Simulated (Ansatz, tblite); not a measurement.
# The cluster Ga₂As₃−: isomers from a random search

An exercise on one series of results from a longer session: the logs are not shown, and one member is left open.

Method: relaxed with r2SCAN-D4/def2-SVPD, singlet; program: Ansatz 0.2.0, Gaussian basis.

2 further runs of the same task are left out: 2 set aside as unsound or not needed. Runs told in other sessions of the task aren't counted.

## Starting geometry

5 atoms, charge -1, spin multiplicity 1.

Atoms are counted from 1 here; the program's logs count them from 0.

Bond lengths: Ga1–As3 2.395 Å, Ga1–As4 2.451 Å, Ga2–As3 2.395 Å, Ga2–As5 2.449 Å, As4–As5 2.265 Å. Angles: As3–Ga1–As4 127.8°, As3–Ga2–As5 127.9°, Ga1–As3–Ga2 75.2°, Ga1–As4–As5 91.7°, Ga2–As5–As4 91.6°.

As a file:

```
Ga    0.56473    1.44277    0.17841
Ga    0.51917   -1.45385   -0.20580
As    2.43856   -0.02924   -0.05979
As   -1.76190    1.02912   -0.47083
As   -1.76056   -0.98880    0.55801
```

The ion is computed in the gas phase, without counter-ions or solvent.

A search from random starts with GFN2-xTB found 3 distinct shapes; 2 go on here. The structure above is candidate A, which lies 0.00 eV above the lowest at that level; B lies 0.20 eV above the lowest at that level.

Set-up of the first run:

File in.yaml:

```yaml
crystal:
  periodic: [false, false, false]
  atoms:
    - {symbol: Ga, position_ang: [0.564730, 1.442770, 0.178410]}
    - {symbol: Ga, position_ang: [0.519170, -1.453850, -0.205800]}
    - {symbol: As, position_ang: [2.438560, -0.029240, -0.059790]}
    - {symbol: As, position_ang: [-1.761900, 1.029120, -0.470830]}
    - {symbol: As, position_ang: [-1.760560, -0.988800, 0.558010]}
basis:
  gaussian: {orbitals: def2-SVPD}
total_charge: -1
hamiltonian: {xc: r2scan, dispersion: d4}
scf: {lower_state_search: "off"}
output: {orbitals: {seedname: orbitals}}
relax: {f_tol: 0.02, max_steps: 100}
```

Started as:

```sh
$ ansatz run in.yaml --threads 4 --pin off --events-out ev --progress --plain --max-ram 4787MiB
```

Steps of the session up to this table: Relaxing candidate A; Relaxing candidate B; Candidate B, PBE0-D4/def2-TZVPD; Candidate B, PBE-D4/def2-TZVPD; Candidate B, r2SCAN-D4/def2-TZVPD; Candidate B, HF/def2-TZVPD; Candidate B, r2SCAN0-D4/def2-TZVPD; Candidate B, MP2/def2-TZVPD.

One of the session's tables, all rows but one given; the rest of the session is left out.

It belongs to the step «B against A». 

| level | B above A (kJ/mol) |
| --- | --- |
| GFN1-xTB | +30.3 |
| GFN2-xTB | +27.2 |
| HF/def2-TZVPD | +29.4 |
| PBE-D4/def2-TZVPD | +30.2 |
| r2SCAN-D4/def2-TZVPD | +41.3 |
| PBE0-D4/def2-TZVPD | ? |
| r2SCAN0-D4/def2-TZVPD | +37.2 |
| MP2/def2-TZVPD | +33.8 |

**Question.** Estimate the row for PBE0-D4/def2-TZVPD.

As computed: B above A (kJ/mol): +30.6. In the column «B above A (kJ/mol)» it lies between GFN1-xTB (+30.3) and MP2/def2-TZVPD (+33.8).

To keep in mind: The search was small, so a lower isomer may exist. Only singlets are compared; another spin may lie lower and prefer another shape.
